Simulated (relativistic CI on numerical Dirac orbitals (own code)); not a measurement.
# Ir LXXVI (Ir⁷⁵⁺): levels and lines

What are the lowest levels and the strongest lines of Ir⁷⁵⁺? One CI run answers it; further runs change one setting each.

Program: relativistic CI on numerical Dirac orbitals (own code) version 2. Level of theory: Dirac-Coulomb-Breit CI, KLI orbitals optimised for each configuration, model QED (radiative potential, 1s self-energy scaled to tabulated hydrogen-like ionisation energies). These are calculated values, not measurements, unless marked.

## 1. What is computed

- ion: Ir⁷⁵⁺ (Ir LXXVI)
- nuclear charge: 77
- electrons: 2
- isotope: A = 193
- first configuration typed: 1s2

The outer shells:

first configuration typed
```
1s [↑↓]
```

## 2. Base run

Settings of the run:

```ini
atom Ir  Z=77  charge=75  electrons=2
nucleus A=193  rms_radius_fm=5.4032
hamiltonian dirac-coulomb  breit=on  qed=on  c_scale=1
orbitals kli  potential=per-configuration
slater_scale 1
correlation none
mixing on
configurations
  1s2
  1s 2s
  1s 2p
  1s 3s
  1s 3p
  1s 3d
  1s 4s
  1s 4p
  1s 4d
  1s 4f
  1s 5s
  1s 5p
  1s 5d
  1s 5f
  1s 5g
  1s 6s
  1s 6p
  1s 6d
  2s2
end
```

From the run's result record (rounded, not every field):

```text
{
  "status": "converged",
  "levels [i, E_cm, J2, conf, term, w_term, jj, w_jj, g, tau_s, breit_cm, qed_cm]": [
    [0, 0, 0, "1s2", "1S", 1, "closed", 1, "-", "-", 0, 0],
    [1, 5.1903147e+08, 2, "1s 2s", "3S", 1, "1s 2s", 1, 1.859, 6.079e-14, -1.465e+06, -9.233e+05],
    [2, 5.2001245e+08, 2, "1s 2p", "3P*", 0.674, "1s 2p1/2", 0.9999, 1.194, 6.971e-17, -1.449e+06, -1.101e+06],
    [3, 5.2037229e+08, 0, "1s 2s", "1S", 0.9999, "1s 2s", 0.9999, "-", "-", -1.155e+06, -9.23e+05],
    [4, 5.2040113e+08, 0, "1s 2p", "3P*", 1, "1s 2p1/2", 1, "-", "-", -8.69e+05, -1.101e+06],
    [5, 5.3524403e+08, 4, "1s 2p", "3P*", 1, "1s 2p3/2", 1, 1.412, 1.694e-14, -1.432e+06, -1.089e+06],
    [6, 5.3566821e+08, 2, "1s 2p", "1P*", 0.674, "1s 2p3/2", 0.9999, 1.168, 3.816e-17, -1.354e+06, -1.089e+06],
    [7, 6.1997114e+08, 2, "1s 3s", "3S", 1, "1s 3s", 1, 1.875, 2.491e-15, -1.464e+06, -1.066e+06],
    [8, 6.2023084e+08, 2, "1s 3p", "3P*", 0.6743, "1s 3p1/2", 0.9999, 1.21, 2.266e-16, -1.459e+06, -1.119e+06],
    [9, 6.2032793e+08, 0, "1s 3s", "1S", 0.9999, "1s 3s", 0.9999, "-", 2.601e-15, -1.375e+06, -1.065e+06],
    [10, 6.2033201e+08, 0, "1s 3p", "3P*", 1, "1s 3p1/2", 1, "-", 1.055e-15, -1.307e+06, -1.119e+06],
    [11, 6.2476776e+08, 4, "1s 3p", "3P*", 1, "1s 3p3/2", 1, 1.43, 1.51e-15, -1.456e+06, -1.115e+06],
    [12, 6.2484566e+08, 4, "1s 3d", "3D", 0.5995, "1s 3d3/2", 1, 1.029, 4.001e-16, -1.477e+06, -1.125e+06],
    [13, 6.2488415e+08, 2, "1s 3d", "3D", 1, "1s 3d3/2", 1, 0.533, 4.143e-16, -1.436e+06, -1.125e+06],
    [14, 6.248956e+08, 2, "1s 3p", "1P*", 0.6743, "1s 3p3/2", 0.9999, 1.197, 1.239e-16, -1.429e+06, -1.115e+06],
    [15, 6.2612269e+08, 6, "1s 3d", "3D", 1, "1s 3d5/2", 1, 1.281, 4.65e-16, -1.472e+06, -1.123e+06],
    [16, 6.2614971e+08, 4, "1s 3d", "1D", 0.5995, "1s 3d5/2", 1, 1.085, 4.453e-16, -1.449e+06, -1.123e+06],
    [17, 6.5452196e+08, 2, "1s 4s", "3S", 1, "1s 4s", 1, 1.88, 3.78e-15, -1.463e+06, -1.101e+06],
    [18, 6.5462616e+08, 2, "1s 4p", "3P*", 0.6743, "1s 4p1/2", 0.9999, 1.216, 5.303e-16, -1.461e+06, -1.123e+06],
    [19, 6.5466601e+08, 0, "1s 4s", "1S", 0.9999, "1s 4s", 0.9999, "-", 3.861e-15, -1.427e+06, -1.1e+06],
    [20, 6.5466649e+08, 0, "1s 4p", "3P*", 1, "1s 4p1/2", 1, "-", 1.832e-15, -1.401e+06, -1.123e+06],
    [21, 6.5652484e+08, 4, "1s 4p", "3P*", 1, "1s 4p3/2", 1, 1.436, 2.48e-15, -1.46e+06, -1.121e+06],
    [22, 6.5655808e+08, 4, "1s 4d", "3D", 0.6, "1s 4d3/2", 1, 1.035, 9.083e-16, -1.469e+06, -1.125e+06],
    [23, 6.5657421e+08, 2, "1s 4d", "3D", 1, "1s 4d3/2", 1, 0.5432, 9.485e-16, -1.451e+06, -1.125e+06],
    [24, 6.5657871e+08, 2, "1s 4p", "1P*", 0.6743, "1s 4p3/2", 0.9999, 1.207, 2.895e-16, -1.448e+06, -1.121e+06],
    "... 34 more rows left out ..."
  ],
  "lines, the strongest and those to the lowest levels [upper, lower, type, S_au, A_per_s, branching]": [
    [1, 0, "M1", 0.01308, 1.645e+13, 1],
    [2, 0, "E1", 0.0001511, 1.435e+16, 1],
    [5, 0, "M2", 4.798e-08, 4.722e+13, 0.7999],
    [6, 0, "E1", 0.0002523, 2.619e+16, 0.9996],
    [8, 0, "E1", 2.145e-05, 3.457e+15, 0.7833],
    [8, 1, "E1", 0.0009137, 6.396e+14, 0.1449],
    [11, 0, "M2", 8.09e-09, 1.725e+13, 0.02605],
    [11, 1, "E1", 0.001332, 6.379e+14, 0.9635],
    [12, 0, "E2", 3.828e-08, 8.167e+13, 0.03268],
    [12, 2, "E1", 0.004379, 2.045e+15, 0.8181],
    [13, 2, "E1", 0.0008868, 6.908e+14, 0.2862],
    [13, 4, "E1", 0.001768, 1.362e+15, 0.5642],
    [14, 0, "E1", 4.505e-05, 7.424e+15, 0.9197],
    [15, 5, "E1", 0.009825, 2.135e+15, 0.9927],
    [16, 0, "E2", 4.764e-08, 1.027e+14, 0.04574],
    [16, 6, "E1", 0.006374, 1.913e+15, 0.8521],
    [18, 0, "E1", 7.051e-06, 1.336e+15, 0.7084],
    [22, 0, "E2", 1.711e-08, 4.676e+13, 0.04247],
    [22, 2, "E1", 0.0006915, 7.134e+14, 0.648],
    [24, 0, "E1", 1.597e-05, 3.054e+15, 0.8839],
    [25, 5, "E1", 0.001321, 6.92e+14, 0.7451],
    [26, 12, "E1", 0.0459, 4.458e+14, 0.9113],
    [27, 13, "E1", 0.02956, 4.008e+14, 0.82],
    [28, 0, "E2", 2.179e-08, 5.98e+13, 0.06064],
    [28, 6, "E1", 0.0008542, 6.2e+14, 0.6287],
    [29, 15, "E1", 0.06678, 4.584e+14, 0.9737],
    [30, 16, "E1", 0.04952, 4.362e+14, 0.9272],
    [32, 0, "E1", 3.226e-06, 6.561e+14, 0.6726],
    [36, 0, "E2", 8.575e-09, 2.617e+13, 0.04528],
    [38, 0, "E1", 7.565e-06, 1.545e+15, 0.8643],
    [39, 5, "E1", 0.0004328, 3.171e+14, 0.6554],
    [40, 2, "E2", 4.805e-06, 6.138e+12, 0.02397],
    [42, 0, "E2", 1.106e-08, 3.384e+13, 0.06542],
    [54, 0, "E2", 4.894e-09, 1.584e+13, 0.04679],
    [56, 0, "E1", 4.207e-06, 8.902e+14, 0.8544],
    [58, 0, "E2", 6.36e-09, 2.062e+13, 0.06807]
  ],
  "n_levels_all": 60,
  "total_energy [Ha]": -6414.6917138,
  "configurations [conf, odd, states, E_av_cm, breit_Ha, qed_Ha, corr_Ha]": [
    ["1s2", 0, 1, 4698.21, 6.686, 10.39, "-"],
    ["1s 2s", 0, 4, 5.19368e+08, 0.3452, 6.161, "-"],
    ["1s 2p", 1, 12, 5.30306e+08, 0.4268, 5.39, "-"],
    ["1s 3s", 0, 4, 6.2006e+08, 0.09597, 5.51, "-"],
    ["1s 3p", 1, 12, 6.23296e+08, 0.1163, 5.283, "-"],
    ["1s 3d", 0, 20, 6.25624e+08, 0.003915, 5.248, "-"],
    ["1s 4s", 0, 4, 6.54557e+08, 0.03914, 5.353, "-"],
    ["1s 4p", 1, 12, 6.55909e+08, 0.0472, 5.259, "-"],
    ["1s 4d", 0, 20, 6.56889e+08, 0.002168, 5.245, "-"],
    ["1s 4f", 1, 28, 6.57254e+08, 2.648e-05, 5.242, "-"],
    ["1s 5s", 0, 4, 6.70232e+08, 0.01961, 5.298, "-"],
    ["1s 5p", 1, 12, 6.70917e+08, 0.02361, 5.25, "-"],
    ["1s 5d", 0, 20, 6.71417e+08, 0.001224, 5.244, "-"],
    ["1s 5f", 1, 28, 6.71604e+08, 2.183e-05, 5.242, "-"],
    "... 5 more rows left out ..."
  ],
  "radial 1s 2s [Ha, bohr]": {"<r^1>(1s)": 0.017269, "<r^2>(1s)": 0.00041071, "<r^4>(1s)": 4.5844e-07, "<r^1>(2s)": 0.069004, "<r^2>(2s)": 0.0056699, "<r^4>(2s)": 5.5038e-05, "G0(1s,2s)": 2.3572},
  "ionisation_energy [eV]": 86437.8
}
```

Wall time 1.8 s (1 thread, shared host).

Lowest levels:

```tsv
level	energy (keV)	LS purity (%)	jj purity (%)	radiative lifetime (s)
1s2 1S0	0.000	100	100	-
1s 2s 3S1	64.352	100	100	6.1e-14
1s 2p [1s 2p1/2] J=1°	64.473	67	100	7e-17
1s 2s 1S0	64.518	100	100	-
1s 2p 3P°0	64.522	100	100	-
1s 2p 3P°2	66.362	100	100	1.7e-14
1s 2p [1s 2p3/2] J=1°	66.414	67	100	3.8e-17
1s 3s 3S1	76.867	100	100	2.5e-15
1s 3p [1s 3p1/2] J=1°	76.899	67	100	2.3e-16
1s 3s 1S0	76.911	100	100	2.6e-15
1s 3p 3P°0	76.911	100	100	1.1e-15
1s 3p 3P°2	77.461	100	100	1.5e-15
1s 3d [1s 3d3/2] J=2	77.471	60	100	4e-16
1s 3d 3D1	77.476	100	100	4.1e-16
```

Where the configurations lie:

```tsv
configuration	levels among the lowest 59	parity	lowest (keV)	highest (keV)
1s2	1	even	0.000	0.000
1s 2s	2	even	64.352	64.518
1s 2p	4	odd	64.473	66.414
1s 3s	2	even	76.867	76.911
1s 3p	4	odd	76.899	77.477
1s 3d	4	even	77.471	77.633
1s 4s	2	even	81.150	81.168
1s 4p	4	odd	81.163	81.405
1s 4d	4	even	81.403	81.472
```

Strongest E1 lines among the lowest 59 of 60 levels, by gA:

```tsv
upper	lower	wavelength (nm)	A (1/s)
1s 2p [1s 2p3/2] J=1°	1s2 1S0	0.01867	2.62e+16
1s 2p [1s 2p1/2] J=1°	1s2 1S0	0.01923	1.43e+16
1s 3p [1s 3p3/2] J=1°	1s2 1S0	0.01600	7.42e+15
1s 3d 3D3	1s 2p 3P°2	0.1100	2.13e+15
1s 3p [1s 3p1/2] J=1°	1s2 1S0	0.01612	3.46e+15
1s 3d [1s 3d3/2] J=2	1s 2p [1s 2p1/2] J=1°	0.09539	2.04e+15
1s 3d [1s 3d5/2] J=2	1s 2p [1s 2p3/2] J=1°	0.1105	1.91e+15
1s 4p [1s 4p3/2] J=1°	1s2 1S0	0.01523	3.05e+15
1s 4d 3D3	1s 2p 3P°2	0.08206	6.92e+14
1s 5p [1s 5p3/2] J=1°	1s2 1S0	0.01490	1.55e+15
```

## 3. Without configuration mixing

Changes to the settings of step 2:

```diff
@@ -6,3 +6,3 @@
 correlation none
-mixing on
+mixing off
 configurations
```

Results of the run:

```text
{
  "status": "converged",
  "levels [i, E_cm, J2, conf, term, w_term, w_jj]": [
    [0, 0, 0, "1s2", "1S", 1, 1],
    [1, 5.1902678e+08, 2, "1s 2s", "3S", 1, 1],
    [2, 5.2000812e+08, 2, "1s 2p", "3P*", 0.674, 0.9999],
    [3, 5.2037132e+08, 0, "1s 2s", "1S", 1, 1],
    [4, 5.2039792e+08, 0, "1s 2p", "3P*", 1, 1],
    [5, 5.3523936e+08, 4, "1s 2p", "3P*", 1, 1],
    [6, 5.3566417e+08, 2, "1s 2p", "1P*", 0.674, 0.9999],
    [7, 6.1996644e+08, 2, "1s 3s", "3S", 1, 1],
    [8, 6.2022609e+08, 2, "1s 3p", "3P*", 0.6743, 0.9999],
    [9, 6.2032036e+08, 0, "1s 3s", "1S", 1, 1],
    [10, 6.2032699e+08, 0, "1s 3p", "3P*", 1, 1],
    [11, 6.2476306e+08, 4, "1s 3p", "3P*", 1, 1],
    [12, 6.2484096e+08, 4, "1s 3d", "3D", 0.5995, 1],
    [13, 6.2487946e+08, 2, "1s 3d", "3D", 1, 1],
    [14, 6.2489071e+08, 2, "1s 3p", "1P*", 0.6743, 0.9999],
    [15, 6.2611799e+08, 6, "1s 3d", "3D", 1, 1],
    "... 43 more rows left out ..."
  ],
  "n_levels_all": 60,
  "total_energy [Ha]": -6414.6703071,
  "configurations [conf, odd, states, E_av_cm, breit_Ha, qed_Ha, corr_Ha]": [
    ["1s2", 0, 1, 0, 6.686, 10.39, "-"],
    ["1s 2s", 0, 4, 5.19363e+08, 0.3452, 6.161, "-"],
    ["1s 2p", 1, 12, 5.30301e+08, 0.4268, 5.39, "-"],
    ["1s 3s", 0, 4, 6.20055e+08, 0.09597, 5.51, "-"],
    ["1s 3p", 1, 12, 6.23291e+08, 0.1163, 5.283, "-"],
    ["1s 3d", 0, 20, 6.2562e+08, 0.003915, 5.248, "-"],
    ["1s 4s", 0, 4, 6.54553e+08, 0.03914, 5.353, "-"],
    ["1s 4p", 1, 12, 6.55904e+08, 0.0472, 5.259, "-"],
    ["1s 4d", 0, 20, 6.56884e+08, 0.002168, 5.245, "-"],
    ["1s 4f", 1, 28, 6.57249e+08, 2.648e-05, 5.242, "-"],
    ["1s 5s", 0, 4, 6.70227e+08, 0.01961, 5.298, "-"],
    ["1s 5p", 1, 12, 6.70913e+08, 0.02361, 5.25, "-"],
    ["1s 5d", 0, 20, 6.71412e+08, 0.001224, 5.244, "-"],
    ["1s 5f", 1, 28, 6.71599e+08, 2.183e-05, 5.242, "-"],
    "... 5 more rows left out ..."
  ]
}
```

Run time: 2 s. Hardware: 1 thread, shared host.

How the levels moved (keV, from the main run's lowest level):

```tsv
level	main run	shift
1s 2s 3S1	64.352	-0.001
1s 2p [1s 2p1/2] J=1°	64.473	-0.001
1s 2s 1S0	64.518	-0.000
1s 2p 3P°0	64.522	-0.000
1s 2p 3P°2	66.362	-0.001
1s 2p [1s 2p3/2] J=1°	66.414	-0.001
1s 3s 3S1	76.867	-0.001
1s 3p [1s 3p1/2] J=1°	76.899	-0.001
1s 3s 1S0	76.911	-0.001
1s 3p 3P°0	76.911	-0.001
1s 3p 3P°2	77.461	-0.001
1s 3d [1s 3d3/2] J=2	77.471	-0.001
```

## 4. The first configuration alone

Settings of the run:

```ini
atom Ir  Z=77  charge=75  electrons=2
nucleus A=193  rms_radius_fm=5.4032
hamiltonian dirac-coulomb  breit=on  qed=on  c_scale=1
orbitals kli  potential=per-configuration
slater_scale 1
correlation none
mixing on
configurations
  1s2
end
```

Results of the run:

```text
{
  "status": "converged",
  "levels [i, E_cm, J2, conf, term, w_term, w_jj]": [
    [0, 0, 0, "1s2", "1S", 1, 1]
  ],
  "n_levels_all": 1,
  "total_energy [Ha]": -6414.6703071,
  "configurations [conf, odd, states, E_av_cm, breit_Ha, qed_Ha, corr_Ha]": [
    ["1s2", 0, 1, 0, 6.686, 10.39, "-"]
  ]
}
```

It took 0.037 s on 1 thread, shared host.

## 5. What each setting moved

| run | time | mean size of shift, levels followed (cm⁻¹) | lowest level | ionisation energy (eV) |
| --- | --- | --- | --- | --- |
| main run | 1.8 s | 0 | 1s2 1S0 | 86438 |
| without configuration mixing | 2 s | 4447 | 1s2 1S0 | - |
| the first configuration alone | 0.037 s | - | 1s2 1S0 | - |

The tabulated theoretical ionisation energy (NIST) is 86442.4 eV.

## 6. What came out

| quantity | value |
| --- | --- |
| lowest level | 1s2 1S0 |
| first excitation | 1s 2s 3S1, 64.352 keV |
| lowest level of the other parity | 1s 2p [1s 2p1/2] J=1°, 64.473 keV |
| levels in the model | 60 |
| fastest E1 line (by rate) to the lowest level among the lowest 59 of 60 levels | 0.01867 nm, from 1s 2p [1s 2p3/2] J=1° |
| ionisation energy | 86438 eV |
| ionisation energy, tabulated theoretical (NIST) | 86442.4 eV |

What this shows: 1s2 1S0 comes out lowest; its LS label holds 100 % and its jj label 100 %; over the low levels the means are 89 and 100 %, so jj coupling describes them better. The ionisation energy from the two ground configurations alone is 0.0054 % below the tabulated theoretical value. The largest mover is «without configuration mixing» (4447 cm⁻¹ on average). Lifetimes count radiative decay inside the model alone.
